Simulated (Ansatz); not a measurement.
# FeCO3 (Siderite) (R-3c) in Ansatz: band structure with PBEsol

Aim: the band structure of FeCO3 (Siderite) with PBEsol.

Program: Ansatz 0.2.0. These are calculated values, not measurements. Logs are shortened: lines on timing, memory, paths and dates and some standing lists are left out, and cuts for length are marked.

## (1) Starting point

Symmetry: R-3c, No. 167, trigonal system. Conventional cell: a = 4.689 Å, b = 4.689 Å, c = 15.373 Å, α = 90.00°, β = 90.00°, γ = 120.00°. Fe (site symmetry -3) has 6 O at 2.14 Å as nearest neighbours. O (site symmetry 2) has 1 C at 1.29 Å as nearest neighbours. C (site symmetry 32) is surrounded by 3 O at 1.29 Å.

## (2) Band structure, PBEsol, collinear spin, ferromagnetic start

File input.yaml:

```yaml
crystal:
  lattice:
    - [2.34435, 1.3535111036, 5.1243333333]
    - [-2.34435, 1.3535111036, 5.1243333333]
    - [0.0, -2.7070222071, 5.1243333333]
  atoms:
    - { symbol: Fe, position: [0.5, 0.5, 0.5], spin: 3.0 }
    - { symbol: Fe, position: [0.0, 0.0, 0.0], spin: 3.0 }
    - { symbol: O, position: [0.0243, 0.75, 0.4757] }
    - { symbol: O, position: [0.75, 0.4757, 0.0243] }
    - { symbol: O, position: [0.4757, 0.0243, 0.75] }
    - { symbol: O, position: [0.9757, 0.25, 0.5243] }
    - { symbol: O, position: [0.25, 0.5243, 0.9757] }
    - { symbol: O, position: [0.5243, 0.9757, 0.25] }
    - { symbol: C, position: [0.75, 0.75, 0.75] }
    - { symbol: C, position: [0.25, 0.25, 0.25] }
hamiltonian:
  xc: pbesol
  pseudopotentials: { kind: paw }
magnetization:
  spin_polarized: true
kpoints:
  mp_grid: { grid: [7, 7, 7] }
  band_path:
    path:
      - [[0.0, 0.0, 0.0], [0.5, 0.0, 0.0], [0.5, 0.2131778771, -0.2131778771]]
      - [[0.7868221229, 0.5, 0.2131778771], [0.5, 0.5, 0.5], [0.0, 0.0, 0.0], [0.3565889385, 0.0, -0.3565889385]]
      - [[0.6434110615, 0.3565889385, 0.0], [0.5, 0.5, 0.0], [0.6434110615, 0.6434110615, 0.2131778771], [0.5, 0.5, 0.5]]
      - [[0.5, 0.0, 0.0], [0.7868221229, 0.3565889385, 0.3565889385]]
    npoints: 10
scf:
  occupations: { method: fermi_dirac, width: 0.05 }
  n_extra_bands: 25
output:
  forces: true
  stress: true
  eigenvalues: true
  fatbands: true
```

Potentials or basis: Ansatz PAW.

Command:

```sh
$ ansatz run input.yaml --threads 4 --pin off --max-ram 11264MiB --backend cpu --events-out ev --progress --plain --runs-dir out
```

What it wrote:

```text
Warning: RAYON_NUM_THREADS=4 ignored (pool sized by the plan → 4); use --threads N
scf.n_extra_bands = 25 over 38 filled bands (N_el = 76.0): the run solves 63 bands
Engine: ansatz 0.2.0, x86_64-unknown-linux-gnu
Pseudopotentials: kind: paw
Pseudopotential: Fe, paw, valence charge 16, recommended cutoff 420 eV (normal), Fe.paw.azcp
Pseudopotential: O, paw, valence charge 6, recommended cutoff 420 eV (normal), O.paw.azcp
Pseudopotential: C, paw, valence charge 4, recommended cutoff 420 eV (normal), C.paw.azcp
Functional definition: PBEsol
  exchange = pbesol_x
  correlation = pbesol_c
Crystal: 10 atoms, lattice volume = 97.560 Å³
Basis set: ecut = 420 eV, 1913 PW (Γ), exchange–correlation on 80×80×80 points (8 copies of the dense FFT grid, shifted against one another)
Bands: 63, of which v1, the nominal top of the filled ones, is band 38 counted from 1 (37 counted from 0)
Symmetry: 12 space group operations
Space group: R-3c (ITA 167), of the structure as read, at distance tolerance 4.6e-5 Å
Magnetic group: BNS 167.103 (UNI 1333), of the structure as read, at distance tolerance 4.6e-5 Å
k-points: 44 of 343
Non-local potential: Fe, projectors of the file, l = 0: 3, l = 1: 2, l = 2: 3, l = 3: 1
Non-local potential: O, projectors of the file, l = 0: 2, l = 1: 2, l = 2: 1
Non-local potential: C, projectors of the file, l = 0: 2, l = 1: 2, l = 2: 1
PAW form: soft (Blöchl's): semilocal exchange-correlation on the pseudo side does not see the compensation charge
PAW frozen core: Fe, regenerated for the run's functional, and the local potential with it (the file was generated under x = pbe(κ = 0.804, μ = 0.2195149727645171), c = pbe(β = 0.06672455060314922))
PAW frozen core: O, regenerated for the run's functional, and the local potential with it (the file was generated under x = pbe(κ = 0.804, μ = 0.2195149727645171), c = pbe(β = 0.06672455060314922))
PAW frozen core: C, regenerated for the run's functional, and the local potential with it (the file was generated under x = pbe(κ = 0.804, μ = 0.2195149727645171), c = pbe(β = 0.06672455060314922))
PAW one-centre angular grid: Fe, 590 points (default); XC on 64 Gauss nodes
PAW one-centre angular grid: O, 110 points (default); XC on 64 Gauss nodes
PAW one-centre angular grid: C, 110 points (default); XC on 64 Gauss nodes
Initial density: superposition of atomic densities (chi_scale 0.1, normalization cell, long waves kept (reshape's long-wave potential 0.02 eV rms))
Starting moments: Σ|m| = 6 μB on 2 of 10 sites
Initial wavefunctions: pseudopotential atomic-orbital guess
Functional: x = pbesol(κ = 0.804, μ = 0.12345679012345678), c = pbesol(β = 0.046)
SCF iter   1: F=—  HF=-12756.645509 eV  |F-HF|=—  |Δ(HF+E_count)|=         —  Δρ=1.21e-1 (↑1.21e-1 ↓8.72e-2)  dr2=4.13e1  dr2_m=6.12e-1  M=6.538 μB ∫|m|=6.539 μB  β_m=0.30  ethr=3.10e-3  ⟨swp⟩=5.6  Hψ=21826  notcnv=0  defer=201
Mixer restart at iter 1: flushing history
preconditioner: auto → Kerker (q_TF=auto, 2.617 Å⁻¹)  [metal: Δε(μ)=0.001 eV  Ē_g=17.828 eV  σ=0.050 eV  W_gap=0.01  n_scr=28 (ndim 8)  ℏωp=29.1 eV  f_vac=0.000  D(μ)=14.21/eV (n_scr^D=218)]
spin=Collinear: Kerker preconditioning applied to the charge; magnetization (m = ρ↑ − ρ↓) channel mixes plain (no charge-response kernel on spin).
SCF iter   2: F=—  HF=-12754.745265 eV  |F-HF|=—  |Δ(HF+E_count)|=    1.90e0  Δρ=7.99e-2 (↑7.99e-2 ↓3.84e-2)  dr2=7.88e0  dr2_m=2.03e0  M=8.000 μB ∫|m|=8.001 μB  β_m=0.38  ethr=3.10e-3  ⟨swp⟩=3.0  Hψ=11047  notcnv=0  defer=1452
SCF iter   3: F=—  HF=-12753.431358 eV  |F-HF|=—  |Δ(HF+E_count)|=    1.31e0  Δρ=3.75e-2 (↑3.75e-2 ↓2.58e-2)  dr2=2.48e0  dr2_m=4.90e-1  M=8.000 μB ∫|m|=8.004 μB  β_m=0.51  ethr=3.10e-3  ⟨swp⟩=2.7  Hψ=8352  notcnv=0  defer=1487
SCF iter   4: F=—  HF=-12752.772871 eV  |F-HF|=—  |Δ(HF+E_count)|=   6.58e-1  Δρ=1.10e-2 (↑8.41e-3 ↓1.10e-2)  dr2=2.80e-1  dr2_m=1.10e-2  M=8.000 μB ∫|m|=8.013 μB  β_m=0.73  ethr=3.10e-3  ⟨swp⟩=2.1  Hψ=7671  notcnv=0  defer=1469
SCF iter   5: F=—  HF=-12752.827910 eV  |F-HF|=—  |Δ(HF+E_count)|=         —  Δρ=6.63e-3 (↑4.85e-3 ↓6.63e-3)  dr2=7.08e-2  dr2_m=4.46e-3  M=8.000 μB ∫|m|=8.014 μB  β_m=0.73  ethr=3.69e-4  ⟨swp⟩=2.2  Hψ=8322  notcnv=0  defer=1471
Mixer restart at iter 5: flushing history
SCF iter   6: F=—  HF=-12752.844052 eV  |F-HF|=—  |Δ(HF+E_count)|=   1.61e-2  Δρ=2.75e-3 (↑2.40e-3 ↓2.75e-3)  dr2=1.31e-2  dr2_m=1.97e-3  M=8.000 μB ∫|m|=8.013 μB  β_m=0.79  ethr=9.32e-5  ⟨swp⟩=2.0  Hψ=9447  notcnv=0  defer=1471
SCF iter   7: F=—  HF=-12752.846401 eV  |F-HF|=—  |Δ(HF+E_count)|=   2.35e-3  Δρ=1.83e-3 (↑1.67e-3 ↓1.83e-3)  dr2=7.26e-3  dr2_m=3.10e-4  M=8.000 μB ∫|m|=8.012 μB  β_m=0.80  ethr=1.73e-5  ⟨swp⟩=2.0  Hψ=10270  notcnv=0  defer=1469
SCF iter   8: F=—  HF=-12752.847236 eV  |F-HF|=—  |Δ(HF+E_count)|=   8.34e-4  Δρ=5.96e-4 (↑5.19e-4 ↓5.96e-4)  dr2=1.33e-3  dr2_m=1.64e-5  M=8.000 μB ∫|m|=8.012 μB  β_m=0.90  ethr=9.55e-6  ⟨swp⟩=2.0  Hψ=9426  notcnv=0  defer=1469
SCF iter   9: F=—  HF=-12752.847317 eV  |F-HF|=—  |Δ(HF+E_count)|=   8.13e-5  Δρ=1.92e-4 (↑1.69e-4 ↓1.92e-4)  dr2=1.15e-4  dr2_m=3.19e-6  M=8.000 μB ∫|m|=8.012 μB  β_m=0.95  ethr=1.76e-6  ⟨swp⟩=2.0  Hψ=6151  notcnv=0  defer=1469
SCF iter  10: F=—  HF=-12752.847381 eV  |F-HF|=—  |Δ(HF+E_count)|=   6.43e-5  Δρ=8.50e-5 (↑5.15e-5 ↓8.50e-5)  dr2=9.85e-6  dr2_m=7.86e-7  M=8.000 μB ∫|m|=8.012 μB  β_m=0.95  ethr=1.52e-7  ⟨swp⟩=2.3  Hψ=8031  notcnv=0  defer=1469
SCF iter  11: F=—  HF=-12752.847384 eV  |F-HF|=—  |Δ(HF+E_count)|=   2.67e-6  Δρ=3.82e-5 (↑1.32e-5 ↓3.82e-5)  dr2=7.40e-7  dr2_m=2.99e-7  M=8.000 μB ∫|m|=8.012 μB  β_m=0.98  ethr=1.30e-8  ⟨swp⟩=2.0  Hψ=7767  notcnv=0  defer=1469
SCF iter  12: F=—  HF=-12752.847385 eV  |F-HF|=—  |Δ(HF+E_count)|=   1.09e-6  Δρ=8.97e-6 (↑7.18e-6 ↓8.97e-6)  dr2=1.20e-7  dr2_m=7.18e-9  M=8.000 μB ∫|m|=8.012 μB  β_m=0.99  ethr=9.74e-10  ⟨swp⟩=2.0  Hψ=8673  notcnv=0  defer=1469
SCF iter  13: F=—  HF=-12752.847385 eV  |F-HF|=—  |Δ(HF+E_count)|=   7.41e-8  Δρ=2.80e-6 (↑1.43e-6 ↓2.80e-6)  dr2=7.52e-9  dr2_m=1.26e-9  M=8.000 μB ∫|m|=8.012 μB  β_m=0.99  ethr=1.58e-10  ⟨swp⟩=2.0  Hψ=8309  notcnv=0  defer=1469
SCF iter  14: F=-12752.847385 eV  HF=-12752.847385 eV  |F-HF|=6.91e-11  |Δ(HF+E_count)|=   4.29e-9  Δρ=4.90e-7 (↑1.62e-7 ↓4.90e-7)  dr2=2.34e-10  dr2_m=3.81e-11  M=8.000 μB ∫|m|=8.012 μB  ethr=9.89e-12  ⟨swp⟩=8.3  Hψ=28607  notcnv=0
SCF 1 converged in 14 iterations: F = -12752.847385 eV  dr2 = 2.34e-10
NSCF: frozen V_eff on 94 k-points
SCF converged after 14 iterations
Magnetization: 8.0000 μB (42.0000 up, 34.0000 down)
Absolute magnetization: 8.0118 μB (∫|ρ↑−ρ↓|, with the PAW one-centre terms)
Spin contamination: 0.0220 ħ² per cell (⟨S²⟩ above its minimum at these occupations)
Per-site moments (μB) at R_I (Å): [(3.399992680475356, 0.884044170664274), (3.399992680475355, 0.884044170664274), (0.0644752404136334, 0.530520544123426), (0.06447524041363345, 0.5305205441234259), (0.06447524041363335, 0.5305205441234259), (0.06447524041363321, 0.5305205441234259), (0.06447524041363337, 0.5305205441234259), (0.0644752404136334, 0.5305205441234258), (0.011565622442432972, 0.5305205441234259), (0.011565622442433013, 0.5305205441234258)]
Free energy (F): -12752.847385 eV
Harris-Foulkes:  -12752.847385 eV  (|F-HF|=6.91e-11)
Internal energy: -12752.762821 eV  (E = F + TS)
E sigma→0 (E₀):  -12752.805103 eV
Entropy (-TS):   -0.084564 eV (-8.456 meV/atom)
Fermi energy:    9.508014 eV
--- Per-component energies (eV) ---
  E_band       = -820.863453
  E_kinetic    = 1908.570111
  E_local      = -7995.125505  (includes V_loc(G=0)·N_el)
  E_nonlocal   = 814.510062
  E_hartree    = 3128.017884
  E_xc         = -751.966006
  E_vxc        = -962.810124  (∫ρ·V_xc dr)
  E_paw        = -3788.936122  (= ΣΔE_a)
  E_vpaw       = -842.059712  (= ΣTr[D̂ρ^β])
  E_aug_tail   = 0.016439  (compensation charges beyond the density's cutoff)
  E_ewald      = -6068.462017
  E_core_change = 0.612332  (= ΣΔE_core)
  E_smearing   = -0.084564  (= −TS)
  E_closure    = 0.000000  (closes the sum)
  Σ components = -12752.847385   (vs F -12752.847385, Δ=0.00e0)
--- Forces (eV/Å), atoms counted from 1 ---
  atom   1  Fe     0.00000000     0.00000000     0.00000000
  atom   2  Fe     0.00000000     0.00000000     0.00000000
  atom   3  O      0.25865284     0.44799986    -0.00000000
  atom   4  O      0.25865284    -0.44799986     0.00000000
  atom   5  O     -0.51730568    -0.00000000     0.00000000
  atom   6  O     -0.25865284    -0.44799986     0.00000000
  atom   7  O     -0.25865284     0.44799986    -0.00000000
  atom   8  O      0.51730568    -0.00000000     0.00000000
  atom   9  C     -0.00000000    -0.00000000     0.00000000
  atom  10  C      0.00000000     0.00000000     0.00000000
  max |Σ_I F_I| component: 1.16e-16 eV/Å
--- Stress (GPa, compression-positive) ---
       -0.575823       0.000000       0.000000
        0.000000      -0.575823      -0.000000
        0.000000      -0.000000      -4.909862
  P = ⅓ Tr σ = -2.0205 GPa (-20.205 kbar)
--- Band table (eV; the first three rows and the last of 88) ---
  k-point 0 ↑: bands = ["-79.9646", "-79.9644", "-46.5234", "-46.5202", "-45.9761", "-45.9761", "-45.9745", "-45.9745", "-15.5345", "-15.0613", "-12.1195", "-12.1195", "-11.9305", "-11.9305", "-2.0422", "-1.7553", "-0.6465", "-0.0841", "-0.0841", "0.0008", "0.0008", "1.8078", "3.0794", "3.0794", "4.1984", "4.3536", "4.3536", "4.4467", "4.4467", "5.4436", "5.8232", "5.8232", "5.8689", "6.4310", "6.4310", "6.4478", "6.8018", "6.8018", "7.2144", "7.2144", "8.3944", "8.3944", "11.8466", "11.8789", "12.2006", "16.5336", "17.9565", "18.4346", "18.4346", "18.9727", "18.9971", "18.9971", "19.4764", "20.9044", "21.0283", "21.0527", "21.0527", "21.8448", "21.8448", "22.8493", "23.2516", "23.2516", "23.9529"]
  k-point 1 ↑: bands = ["-79.9646", "-79.9644", "-46.5232", "-46.5204", "-45.9761", "-45.9760", "-45.9746", "-45.9746", "-15.4916", "-15.0673", "-12.1362", "-12.1187", "-11.9827", "-11.9536", "-1.9247", "-1.7104", "-0.5273", "-0.0900", "-0.0712", "0.0393", "0.0751", "1.5889", "3.1297", "3.2654", "4.0918", "4.1482", "4.2917", "4.4077", "4.5392", "5.3532", "5.4934", "5.6943", "6.0120", "6.4610", "6.4637", "6.5036", "6.7673", "6.7976", "7.2218", "7.2970", "8.3030", "8.3343", "11.9612", "12.1979", "12.2995", "16.8069", "17.4632", "17.7359", "18.4007", "18.7339", "18.7867", "19.2056", "19.9695", "20.4342", "20.9645", "21.0729", "21.5433", "22.2505", "22.3964", "23.1389", "23.3997", "23.4772", "23.9020"]
  k-point 2 ↑: bands = ["-79.9645", "-79.9644", "-46.5228", "-46.5208", "-45.9759", "-45.9758", "-45.9749", "-45.9748", "-15.3814", "-15.0908", "-12.1788", "-12.1134", "-12.0987", "-12.0079", "-1.6647", "-1.5691", "-0.3509", "-0.0482", "0.0033", "0.1784", "0.2729", "1.2409", "3.2060", "3.3529", "3.6114", "3.7555", "4.2219", "4.5259", "4.6075", "4.9983", "5.2340", "5.5657", "6.1577", "6.4100", "6.4751", "6.5996", "6.6857", "6.8005", "7.3570", "7.5180", "8.1140", "8.2105", "12.2352", "12.2682", "13.1681", "16.4153", "17.0018", "17.4338", "17.6388", "18.4528", "18.8322", "19.2788", "19.7480", "20.8865", "21.0277", "21.4092", "22.1312", "22.7408", "23.0573", "23.1762", "23.6623", "23.9848", "24.1709"]
  k-point 43 ↓: bands = ["-75.8948", "-75.8948", "-42.2686", "-42.2683", "-42.1267", "-42.1265", "-42.1258", "-42.1257", "-15.1705", "-15.1400", "-11.9585", "-11.9164", "-11.8701", "-11.8560", "-1.7783", "-1.7505", "0.1648", "0.2319", "0.2454", "0.3159", "0.8615", "1.0051", "4.0391", "4.0766", "4.1577", "4.2317", "5.0827", "5.1869", "5.2285", "5.3989", "5.5216", "5.6225", "9.5006", "9.5362", "9.6072", "9.6432", "9.7046", "9.7164", "11.0683", "11.1602", "11.1627", "11.2188", "12.1710", "12.2740", "14.8128", "15.0939", "17.9386", "18.3666", "18.5241", "19.4791", "19.6207", "20.1631", "20.8411", "21.3475", "21.9166", "22.2471", "22.3243", "22.5474", "22.6514", "22.8474", "23.5641", "23.6422", "23.6673"]
```

It took 9.8 s on 4 threads of AMD EPYC 9R45 (Zen 5), shared host; peak memory 0.86 GiB.

What came out:

```
Free energy            : -12752.8474 eV
Pressure               : -2.0 GPa
Largest force          : 0.517 eV/Å
Band gap on the k mesh : none (metal or under the smearing width)
Net moment             : 8.00 μB per cell
Absolute moment        : 8.01 μB per cell
Site moments           : Fe +3.40; O +0.06; C +0.01 μB
```

Forces in eV/Å, atoms in the order of the input:
```
Fe   0.000  0.000  0.000
Fe   0.000  0.000  0.000
O    0.259  0.448  0.000
O    0.259 -0.448  0.000
O   -0.517  0.000  0.000
O   -0.259 -0.448  0.000
O   -0.259  0.448  0.000
O    0.517  0.000  0.000
C    0.000  0.000  0.000
C    0.000  0.000  0.000
```

Levels at the corners of the path, in eV from the Fermi level:
Spin up:
```tsv
point	band 39	band 40	band 41	band 42	band 43	band 44	band 45	band 46
Γ	-2.29	-2.29	-1.11	-1.11	2.34	2.37	2.69	7.03
L	-1.70	-1.70	-1.63	-1.63	2.89	2.89	5.21	5.21
B1	-2.15	-2.15	-1.38	-1.38	3.11	3.11	5.81	5.81
B	-2.15	-2.15	-1.38	-1.38	3.11	3.11	5.81	5.81
Z	-1.72	-1.72	-1.72	-1.72	2.04	2.04	4.80	4.80
Γ	-2.29	-2.29	-1.11	-1.11	2.34	2.37	2.69	7.03
X	-2.22	-2.13	-1.46	-1.27	3.10	3.19	5.60	5.88
Q	-2.22	-2.13	-1.46	-1.27	3.10	3.19	5.60	5.88
F	-2.39	-1.80	-1.72	-1.09	3.03	3.20	5.29	5.93
P1	-2.21	-1.81	-1.69	-1.20	2.95	3.03	5.55	5.73
Z	-1.72	-1.72	-1.72	-1.72	2.04	2.04	4.80	4.80
L	-1.70	-1.70	-1.63	-1.63	2.89	2.89	5.21	5.21
P	-2.21	-1.81	-1.69	-1.20	2.95	3.03	5.55	5.73
```
Spin down:
| point | band 30 | band 31 | band 32 | band 33 | band 34 | band 35 | band 36 | band 37 | band 38 | band 39 |
| --- | --- | --- | --- | --- | --- | --- | --- | --- | --- | --- |
| Γ | -3.81 | -3.50 | -3.50 | -0.05 | -0.05 | 0.13 | 0.13 | 0.20 | 0.38 | 1.37 |
| L | -4.33 | -3.41 | -3.41 | -0.06 | -0.06 | 0.10 | 0.10 | 0.40 | 0.40 | 1.27 |
| B1 | -4.20 | -3.33 | -3.33 | -0.15 | -0.15 | 0.09 | 0.09 | 0.40 | 0.40 | 1.38 |
| B | -4.20 | -3.33 | -3.33 | -0.15 | -0.15 | 0.09 | 0.09 | 0.40 | 0.40 | 1.38 |
| Z | -4.05 | -4.05 | -4.05 | 0.08 | 0.08 | 0.08 | 0.08 | 0.16 | 0.16 | 1.68 |
| Γ | -3.81 | -3.50 | -3.50 | -0.05 | -0.05 | 0.13 | 0.13 | 0.20 | 0.38 | 1.37 |
| X | -4.11 | -3.36 | -3.25 | -0.17 | -0.12 | 0.02 | 0.11 | 0.40 | 0.41 | 1.37 |
| Q | -4.11 | -3.36 | -3.25 | -0.17 | -0.12 | 0.02 | 0.11 | 0.40 | 0.41 | 1.37 |
| F | -4.07 | -3.72 | -3.14 | -0.29 | -0.09 | -0.07 | 0.22 | 0.26 | 0.49 | 1.28 |
| P1 | -4.15 | -3.64 | -3.25 | -0.23 | -0.05 | -0.04 | 0.23 | 0.27 | 0.47 | 1.30 |
| Z | -4.05 | -4.05 | -4.05 | 0.08 | 0.08 | 0.08 | 0.08 | 0.16 | 0.16 | 1.68 |
| L | -4.33 | -3.41 | -3.41 | -0.06 | -0.06 | 0.10 | 0.10 | 0.40 | 0.40 | 1.27 |
| P | -4.15 | -3.64 | -3.25 | -0.23 | -0.05 | -0.04 | 0.23 | 0.27 | 0.47 | 1.30 |

Caveat: the pressure holds a Pulay correction of +0.9 GPa for the finite cutoff; semilocal functionals often make such compounds metallic where correlation or magnetic order opens a gap, which also shifts bond lengths; only a ferromagnetic start was run, and an antiferromagnetic order may lie lower in energy; the PAW data sets come from PBE, with cores solved anew for the run's functional, which leaves a small shift of forces and pressure. With open d or f shells a metallic result of PBEsol can be an artefact of self-interaction; +U or a hybrid may open a gap.

## (3) For comparison

An earlier run on the cell as given: functional PBEsol; potentials or basis Ansatz PAW; cutoff 420 eV (not typed: the program's choice for these potentials); k mesh 7 × 7 × 7; occupations fermi-dirac, width 0.05 eV; collinear spin, ferromagnetic start; starting moments [3.0, 3.0, 0.0, 0.0, 0.0, 0.0, 0.0, 0.0, 0.0, 0.0] μB.

* Pressure: -2.0 GPa
* Largest force: 0.517 eV/Å
* Band gap on the k mesh: none (metal or under the smearing width)
* Net moment: 8.00 μB per cell
* Absolute moment: 8.01 μB per cell
* Site moments: Fe +3.40; O +0.06; C +0.01 μB
